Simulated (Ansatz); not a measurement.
# Tin, dhcp under r²SCAN: ground state and equation of state

What does r²SCAN give for tin in the dhcp structure? We relax it, solve it on a dense k-mesh, then scale the cell to 7 volumes from 88 to 112 % of the relaxed one and try a fit of the equation of state. Spin polarisation is left out. The k-meshes are 11×11×3 for the relaxation; 14×14×4 for the dense run; 12×12×4 for the volumes.

Program: Ansatz 0.2.0. Level of theory: DFT r2SCAN, plane waves (500 eV) with PAW, scalar-relativistic; the PAW data stem from PBE, with regenerated cores. These are calculated values, not measurements.

**1. Starting point**

Symmetry: P6_3/mmc, No. 194, hexagonal system. The conventional cell has a = 3.410 Å, b = 3.410 Å, c = 11.137 Å, α = 90.00°, β = 90.00°, γ = 120.00°. Around Sn (site symmetry -3m) lie 12 Sn at 3.41 Å. Around Sn (site symmetry -6m2) lie 12 Sn at 3.41 Å.

As a file:

```
Sn
1.0
     3.40987    0.00000    0.00000
    -1.70493    2.95303    0.00000
     0.00000    0.00000   11.13662
Sn
4
Direct
  0.00000 0.00000 0.00000
  0.00000 0.00000 0.50000
  0.33333 0.66667 0.25000
  0.66667 0.33333 0.75000
```

**2. Relaxation of the cell**

Input file input.yaml:

```yaml
crystal:
  lattice:
    - [3.4098662044, 0.0, 0.0]
    - [-1.7049331022, 2.9530307565, 0.0]
    - [0.0, 0.0, 11.1366230234]
  atoms:
    - { symbol: Sn, position: [0.0, 0.0, 0.0] }
    - { symbol: Sn, position: [0.0, 0.0, 0.5] }
    - { symbol: Sn, position: [0.3333333333, 0.6666666667, 0.25] }
    - { symbol: Sn, position: [0.6666666667, 0.3333333333, 0.75] }
hamiltonian:
  xc: r2scan
  pseudopotentials:
    kind: paw
    azcp:
      Sn: "pseudopotentials/Sn.paw.azcp"
basis:
  ecutwfc: 500
  fft_grid_basis: typed
kpoints:
  mp_grid: { grid: [11, 11, 3], shift: [0, 0, 0] }
magnetization:
  spin_polarized: false
scf:
  occupations: { method: fermi_dirac, width: 0.1 }
relax:
  max_steps: 60
  f_tol: 0.01
  cell: {}
```

Run with:

```console
$ ansatz run input.yaml --threads 1 --pin off --max-ram 3584MiB --backend cpu --events-out ev --progress --plain --runs-dir out
```

After this run come: The energy on a finer k-mesh; Volume × 0.88; Volume × 0.92; Volume × 0.96; Volume × 1.0; Volume × 1.04; Volume × 1.08; Volume × 1.12.

**Question.** What will these runs give? Wanted: space group; conventional cell; volume; shortest distance; gap on the mesh; relative to alpha-Sn; V₀, B₀, B₀′.

The runs gave:

| quantity | value |
| --- | --- |
| space group (spins left aside) | P6_3/mmc (No. 194) |
| conventional cell | a = 3.357 Å, c = 11.121 Å (c/a = 3.312) |
| volume | 27.138 Å³/atom |
| shortest distance | 3.357 Å |
| gap on the mesh | none (levels filled in part) |
| relative to alpha-Sn (diamond) | +245 meV/atom |
| V₀, B₀, B₀′ | 27.218 Å³/atom, 50 GPa, 4.7 |

What this shows: The relaxation shrank the cell by 3.2 % in volume. It lies 245 meV/atom above the element's reference form at the same level (alpha-Sn (diamond), from a run of its own), so it is far from stable. No gap shows: it is a metal or semimetal at this level. The fitted modulus is 50 GPa; letting shape and positions relax at each volume could only lower it. The symmetry was held, so the structure may be unstable against distortions that break it.
